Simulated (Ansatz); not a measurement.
# SiW: the cost of one run

The runs use Ansatz 0.2.0, Gaussian basis; def2-TZVPP, core rule «outside noble gas», up to 9 orbitals frozen.

Plan: UHF; ROHF; CCSD(T) on UHF.

2 further runs of the same task are left out: 2 set aside as unsound or not needed.

### Step 1. The system

The geometry is a PBE0/def2-TZVP stationary point (not a proven minimum). No spin-orbit coupling is included. Elements past krypton take def2 core potentials.

2 atoms, charge 0, spin multiplicity 3.

Atoms are counted from 1 here; the program's logs count them from 0.

Bond lengths: W1–Si2 2.218 Å.

### Step 2. UHF

in.yaml reads:

```yaml
crystal:
  periodic: [false, false, false]
  atoms:
    - {symbol: W, position_ang: [0.000000, 0.000000, 0.000000]}
    - {symbol: Si, position_ang: [0.000000, 0.000000, 2.218234]}
basis:
  gaussian: {orbitals: def2-TZVPP}
magnetization: {spin_polarized: true, initial_magnetization: 2}
hamiltonian: {xc: hf}
output: {orbitals: {seedname: orbitals}}
```

Command:

```bash
> ansatz run in.yaml --threads 1 --pin off --events-out ev --progress --plain --max-ram 4096MiB --backend cpu
```

What time and memory should one allow on 1 thread of AMD EPYC 7R13, shared host?

About 18 s, with a peak of 0.25 GiB.
